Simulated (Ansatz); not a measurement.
The system is CsLiCr2Te2S3.

```xyz
9
Lattice="3.6036 0.0000 0.0000 -1.8018 3.1208 0.0000 0.0000 0.0000 19.0665" Properties=species:S:1:pos:R:3 pbc="T T T"
Cs    0.0000    0.0000    7.1307
Li    1.8018    1.0403    0.3064
Cr    0.0000    0.0000   16.5187
Cr    0.0000    2.0805    3.2095
Te    0.0000    2.0805   10.2751
Te    1.8018    1.0403   14.7338
S     0.0000    0.0000    1.9124
S     0.0000    2.0805   17.7166
S     1.8018    1.0403    4.4631
```

The cell was built by a generator and needn't be a form met in nature.

Base run:

```yaml
Program: Ansatz 0.2.0
Functional: BLYP
Potentials_or_basis: Ansatz PAW
Cutoff: "420 eV (not typed: the program's choice for these potentials)"
k_mesh: 9 × 9 × 2
Occupations: fermi-dirac, width 0.05 eV
Spin: collinear spin, ferromagnetic start
Starting_moments: "[0.0, 0.0, 3.0, 3.0, 0.0, 0.0, 0.0, 0.0, 0.0] μB"
```

Its results: band gap on the k mesh none (metal or under the smearing width); pressure 3.7 GPa; net moment 5.65 μB per cell; site moments Cs +0.00; Li -0.00; Cr +2.56, +2.72; Te -0.00, -0.13; S -0.03, -0.04 μB; largest force 0.303 eV/Å.

Task: The run is repeated on the same cell with these changes: functional from BLYP to HSE03; k mesh from 9 × 9 × 2 to 4 × 4 × 1. What comes out?

Result: Band gap on the k mesh none (metal or under the smearing width); pressure -0.4 GPa; net moment 5.69 μB per cell; site moments Cs -0.00; Li -0.01; Cr +2.86, +2.89; Te -0.01, -0.23; S -0.08, -0.11, -0.10 μB; largest force 0.254 eV/Å.

Several settings changed at once, so the effect can't be laid on one alone.

Caveats: some runs use coarse meshes; only a ferromagnetic start was run, and an antiferromagnetic order may lie lower in energy; the PAW data sets come from PBE, with cores solved anew for the run's functional, which leaves a small shift of forces and pressure; spin-orbit coupling is left out, which moves the levels of the heavy elements (some runs); the magnetic or orbital state may not be the lowest (some runs); the thresholds are loose for stress (some runs).
